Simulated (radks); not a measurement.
# Te⁴⁰⁺ in [Ne] 3s2: an all-electron calculation

Wanted: eigenvalues, radial structure and energy terms of the tellurium ion Te40+.

Program: radks (a radial shooting solver on a logarithmic mesh, Libxc functionals) version 1. Level of theory: scalar-relativistic Kohn-Sham, r2SCAN, spin-unpolarised, spherical densities, finite nucleus. These are calculated values, not measurements, unless marked.

## 1. What is computed

- element: tellurium (Z = 52)
- charge: +40
- electrons: 12
- configuration: [Ne] 3s2
- nuclear rms radius: 4.7423 fm

Outer shells as boxes (Hund's rule):

Te⁴⁰⁺
```
[Ne] core
3s [↑↓]
```

## 2. The calculation

Settings of this run:

```text
Z 52
configuration [Ne] 3s2 3p0 4s0
relativity scalar-relativistic
functional r2scan,r2scan
spin unpolarised
nucleus finite rms 4.7423 fm
c 137.035999084
```

**Question.** What will this run give?

As calculated:

| quantity | value |
| --- | --- |
| total energy | -5351.41270 hartree |
| exchange-correlation share of it | 1.78 % |
| −T/E | 1.0584 |
| highest occupied level | 3s, -2928.9 eV |
| most extended occupied level | 3s, <r> = 0.284 bohr |
| radius at density 0.001 e/bohr³ | 0.746 bohr |
| maxima of the radial density | 2 |
| ionisation energy, NIST | 2954 (theory) eV |

What this shows: The radial density shows 2 maxima for 3 occupied principal shells; where shells overlap, one shows as a shoulder or not at all. −T/E is 1.058: with relativity the kinetic term as defined here no longer equals −E. Minus the highest eigenvalue, 2928.9 eV, is 99 % of the tabulated ionisation energy (2954 eV). 
